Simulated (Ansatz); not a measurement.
# CH4F2OSeTi: relaxing the structure

The task is to find a stationary geometry of CH4F2OSeTi.

The runs use Ansatz 0.2.0, Gaussian basis; RKS PBE0-D4/def2-TZVP.

Plan: relaxation at PBE0-D4/def2-TZVP.

1 further run of the same task is left out (set aside as unsound or not needed).

## Step 1: The starting structure

SMILES `C[O][Ti]([F])([F])[SeH]`, 10 atoms, charge 0, spin multiplicity 1.

Atoms are counted from 1 here; the program's logs count them from 0.

Bond lengths: C1–O2 1.389 Å, C1–H7 1.098 Å, C1–H8 1.099 Å, C1–H9 1.099 Å, O2–Ti3 1.657 Å, Ti3–F4 1.716 Å, Ti3–F5 1.715 Å, Ti3–Se6 2.379 Å, Se6–H10 1.453 Å. Angles: O2–C1–H7 109.9°, O2–C1–H8 109.2°, O2–C1–H9 109.9°, H7–C1–H8 109.2°, H7–C1–H9 109.5°, H8–C1–H9 109.2°, C1–O2–Ti3 175.8°, O2–Ti3–F4 117.8°, O2–Ti3–F5 118.2°, O2–Ti3–Se6 100.1°, F4–Ti3–F5 111.4°, F4–Ti3–Se6 103.1°, F5–Ti3–Se6 102.9°, Ti3–Se6–H10 97.2°.

The start is a GFN2-xTB geometry.

## Step 2: Geometry optimisation, PBE0-D4/def2-TZVP

Contents of in.yaml:

```yaml
crystal:
  periodic: [false, false, false]
  atoms:
    - {symbol: C, position_ang: [0.207570, -1.501800, -1.246870]}
    - {symbol: O, position_ang: [0.325970, -0.547560, -0.245080]}
    - {symbol: Ti, position_ang: [0.348340, 0.610920, 0.939200]}
    - {symbol: F, position_ang: [1.635130, 1.745550, 0.923830]}
    - {symbol: F, position_ang: [-0.051540, 0.142060, 2.539400]}
    - {symbol: Se, position_ang: [-1.529210, 1.916300, 0.281840]}
    - {symbol: H, position_ang: [1.126740, -1.529310, -1.847550]}
    - {symbol: H, position_ang: [-0.640070, -1.241220, -1.895760]}
    - {symbol: H, position_ang: [0.031140, -2.490490, -0.801400]}
    - {symbol: H, position_ang: [-1.454070, 2.895550, 1.352390]}
basis:
  gaussian: {orbitals: def2-TZVP}
hamiltonian: {xc: pbe0, dispersion: d4}
relax: {f_tol: 0.005, max_steps: 150}
```

Run with:

```bash
ansatz run in.yaml --threads 2 --pin off --events-out ev --progress --plain --max-ram 22528MiB --backend cuda --devices 0, --max-vram 18GiB
```

**Question.** What will the summary of the whole plan be? Wanted: point group; shift from the start; total energy; dispersion term; dipole moment.

**Answer**, as computed:

| quantity | value |
| --- | --- |
| point group | Cs |
| steps | 13 |
| shift from the start (rms) | 0.172 Å |
| total energy | -97036.3925 eV |
| dispersion term | -199 meV |
| dipole moment | 3.00 D |

What this shows: The relaxed geometry lies 0.17 Å (rms) from the start; the bond that changed most is O2–Ti3, from 1.657 to 1.731 Å. No vibrations were run, so it is not proven to be a minimum. The largest Mulliken charge, +1.45 e, sits on Ti3.
